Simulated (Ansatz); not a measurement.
**C₂H₃BClNO: up Jacob's ladder to CCSD(T)**

The task here is to estimate one member of a computed series from the others.

The runs use Ansatz 0.2.0, Gaussian basis; functionals in def2-TZVPP, the program's frozen cores in correlated methods.

The runs, in order: LDA (SPW92), PBE-D4, revPBE-D4, BLYP-D4, r2SCAN-D4, B97M-V, PBE0-D4, B3LYP-D4, r2SCANh-D4, r2SCAN0-D4, HSE06-D4, BHLYP-D4, CAM-B3LYP-D4, LC-ωPBE, ωB97X-V, ωB97M-V, B2PLYP, PBE-QIDH; CCSD(T)/def2-SVP; CCSD(T)/def2-TZVPP; MP2/def2-QZVPP; extrapolation to the limit; RPA on PBE.

## The geometry

The geometry comes from an earlier relaxation with PBE0-D4 in a triple-zeta def2 set; it is a stationary point, not always the lowest conformer.

SMILES `CB(Cl)N=C=O`, 9 atoms, charge 0, spin multiplicity 1.

Atoms are counted from 1 here; the program's logs count them from 0.

Bond lengths: C1–B2 1.554 Å, C1–H7 1.096 Å, C1–H8 1.090 Å, C1–H9 1.093 Å, B2–Cl3 1.770 Å, B2–N4 1.416 Å, N4–C5 1.201 Å, C5–O6 1.159 Å. Angles: B2–C1–H7 109.3°, B2–C1–H8 112.8°, B2–C1–H9 111.1°, H7–C1–H8 108.3°, H7–C1–H9 105.7°, H8–C1–H9 109.4°, C1–B2–Cl3 119.6°, C1–B2–N4 122.4°, Cl3–B2–N4 118.0°, B2–N4–C5 149.0°, N4–C5–O6 175.4°.

Set-up of the first run:

in.yaml

```yaml
crystal:
  periodic: [false, false, false]
  atoms:
    - {symbol: C, position_ang: [0.340125, -1.447990, -0.153245]}
    - {symbol: B, position_ang: [0.372467, 0.104922, -0.189830]}
    - {symbol: Cl, position_ang: [1.731502, 0.932388, -0.965096]}
    - {symbol: N, position_ang: [-0.660342, 0.899520, 0.363913]}
    - {symbol: C, position_ang: [-1.112362, 1.989161, 0.589466]}
    - {symbol: O, position_ang: [-1.620347, 2.998397, 0.848203]}
    - {symbol: H, position_ang: [0.221822, -1.831172, -1.173383]}
    - {symbol: H, position_ang: [-0.474522, -1.839304, 0.456468]}
    - {symbol: H, position_ang: [1.290158, -1.852222, 0.206405]}
basis:
  gaussian: {orbitals: def2-TZVPP}
hamiltonian: {xc: lda}
output: {orbitals: {seedname: orbitals}}
```

Run with:

```sh
ansatz run in.yaml --threads 4 --pin off --events-out ev --progress --plain --max-ram 10444MiB
```

Steps of the session up to this table: LDA; PBE-D4 (GGA); revPBE-D4 (GGA); BLYP-D4 (GGA); r2SCAN-D4 (meta-GGA); B97M-V (meta-GGA); PBE0-D4 (hybrid); B3LYP-D4 (hybrid); r2SCANh-D4 (hybrid); r2SCAN0-D4 (hybrid); HSE06-D4 (hybrid); BHLYP-D4 (hybrid); CAM-B3LYP-D4 (range-separated); LC-ωPBE (range-separated); ωB97X-V (range-separated); ωB97M-V (range-separated); B2PLYP (double hybrid); PBE-QIDH (double hybrid).

One of the session's tables, all rows but one given; the rest of the session is left out.

It belongs to the step «Orbital energies across the functionals». 

| functional | HOMO (eV) | LUMO (eV) | gap (eV) |
| --- | --- | --- | --- |
| LDA (SPW92) | ? | ? | ? |
| PBE-D4 | -7.44 | -2.38 | 5.06 |
| revPBE-D4 | -7.37 | -2.26 | 5.11 |
| BLYP-D4 | -7.29 | -2.22 | 5.08 |
| r2SCAN-D4 | -7.76 | -2.08 | 5.68 |
| B97M-V | -7.81 | -1.94 | 5.88 |
| PBE0-D4 | -8.85 | -1.45 | 7.41 |
| B3LYP-D4 | -8.59 | -1.65 | 6.95 |
| r2SCANh-D4 | -8.28 | -1.75 | 6.53 |
| r2SCAN0-D4 | -9.07 | -1.26 | 7.81 |
| HSE06-D4 | -8.45 | -1.83 | 6.62 |
| BHLYP-D4 | -10.15 | -0.35 | 9.80 |
| CAM-B3LYP-D4 | -10.23 | -0.32 | 9.90 |
| LC-ωPBE | -11.57 | 0.81 | 12.39 |
| ωB97X-V | -11.21 | 0.78 | 11.99 |
| ωB97M-V | -11.09 | 0.65 | 11.75 |

Q: Estimate the row for LDA (SPW92) from the others.

The run gave: HOMO (eV): -7.62; LUMO (eV): -2.66; gap (eV): 4.96. In the column «HOMO (eV)» it lies between r2SCAN-D4 (-7.76) and PBE-D4 (-7.44).
